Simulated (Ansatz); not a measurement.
# Hf7S: a closer look at a trial structure

This session takes a relaxed cell of Hf7S and sets out to compute bands, density of states and charges.

Computed with Ansatz 0.2.0 (DFT PBE, scalar-relativistic, plane waves, PAW, unless a step's input says otherwise).

1 further run of the same task is left out (set aside as unsound or not needed). Runs told in other sessions of the task aren't counted.

## (1) The starting structure

It takes space group P-6m2 (No. 187, hexagonal). The conventional cell has a = 6.201 Å, b = 6.201 Å, c = 5.095 Å, α = 90.00°, β = 90.00°, γ = 120.00°. Hf (site symmetry mm2) is surrounded by 10 Hf at 3.08 to 3.12 Å and 2 S at 3.10 Å. Hf (site symmetry mm2) has 10 Hf at 3.06 to 3.14 Å and 2 S at 3.10 Å in its first shell of neighbours. Hf (site symmetry -6m2) is surrounded by 12 Hf at 3.10 to 3.11 Å. S (site symmetry -6m2) is surrounded by 12 Hf at 3.10 Å.

As a file:

```cif
data_structure
_symmetry_space_group_name_H-M 'P 1'
_symmetry_Int_Tables_number 1
_cell_length_a 6.2011
_cell_length_b 6.2011
_cell_length_c 5.0949
_cell_angle_alpha 90.000
_cell_angle_beta 90.000
_cell_angle_gamma 120.000
_cell_volume 169.67
loop_
_atom_site_label
_atom_site_type_symbol
_atom_site_fract_x
_atom_site_fract_y
_atom_site_fract_z
_atom_site_occupancy
Hf1 Hf 0.50107 0.00214 0.50000 1
Hf2 Hf 0.99786 0.49893 0.50000 1
Hf3 Hf 0.50107 0.49893 0.50000 1
Hf4 Hf 0.16438 0.83562 0.00000 1
Hf5 Hf 0.67125 0.83562 0.00000 1
Hf6 Hf 0.16438 0.32875 0.00000 1
Hf7 Hf 0.66667 0.33333 0.00000 1
S1 S 0.00000 0.00000 0.50000 1
```

The cell was relaxed beforehand at this level, from a database cell with other species swapped in; it needn't be the stable form of this composition. At a tolerance of 0.05 Å it has space group P-6m2 (No. 187); it has 21.21 Å³/atom, an uncorrected energy of -0.00 eV/atom over the elements.

## (2) Static run: bands, density of states and charges

input.yaml reads:

```yaml
crystal:
  lattice:
    - [6.2010731189, 0.0, 0.0]
    - [-3.1005365594, 5.3702868517, 0.0]
    - [0.0, 0.0, 5.0948999765]
  atoms:
    - { symbol: Hf, position: [0.5010707808, 0.0021415617, 0.5] }
    - { symbol: Hf, position: [0.9978584383, 0.4989292192, 0.5] }
    - { symbol: Hf, position: [0.5010707808, 0.4989292192, 0.5] }
    - { symbol: Hf, position: [0.1643774101, 0.8356225899, 0.0] }
    - { symbol: Hf, position: [0.6712451798, 0.8356225899, 0.0] }
    - { symbol: Hf, position: [0.1643774101, 0.3287548202, 0.0] }
    - { symbol: Hf, position: [0.6666666667, 0.3333333333, 0.0] }
    - { symbol: S, position: [0.0, 0.0, 0.5] }
basis:
  ecutwfc: 420
kpoints:
  mp_grid: { grid: [6, 6, 8] }
  band_path:
    path:
      - [[0.0, 0.0, 0.0], [0.5, 0.0, 0.0], [0.33333333, 0.33333333, 0.0], [0.0, 0.0, 0.0], [0.0, 0.0, 0.5], [0.5, 0.0, 0.5], [0.33333333, 0.33333333, 0.5], [0.0, 0.0, 0.5]]
      - [[0.5, 0.0, 0.5], [0.5, 0.0, 0.0]]
      - [[0.33333333, 0.33333333, 0.5], [0.33333333, 0.33333333, 0.0]]
    npoints: 14
hamiltonian:
  xc: pbe
scf:
  occupations: { method: gaussian, width: 0.1 }
  n_extra_bands: 20
output:
  forces: true
  stress: true
  eigenvalues: true
  populations: true
  dos: { projected: true, de: 0.02, nscf_kmesh: { grid: [8, 8, 10] } }
  bader: true
  write_density: true
  write_potential: true
  elf: true
  volumetric_format: npy
```

On the command line:

```
ansatz run input.yaml --threads 1 --pin off --max-ram 2560MiB --backend cpu --events-out ev --progress --plain --runs-dir out
```

**Question.** What will these runs give? Wanted: gap; states at the Fermi level; Bader charges.

The runs gave:

| quantity | value |
| --- | --- |
| gap | none (metal) |
| states at the Fermi level | 7.58 per eV per cell |
| Bader charges | Hf -0.03 to +0.25, S -1.27 e |

There is no gap at this level. Of the projected weight within 0.25 eV of the Fermi level, the largest part is Hf 5d (89 %). Bader charges reach 1.3 e, so charge transfer in this metal is strong. These runs have no spin-orbit coupling; with Hf it would split and shift bands.
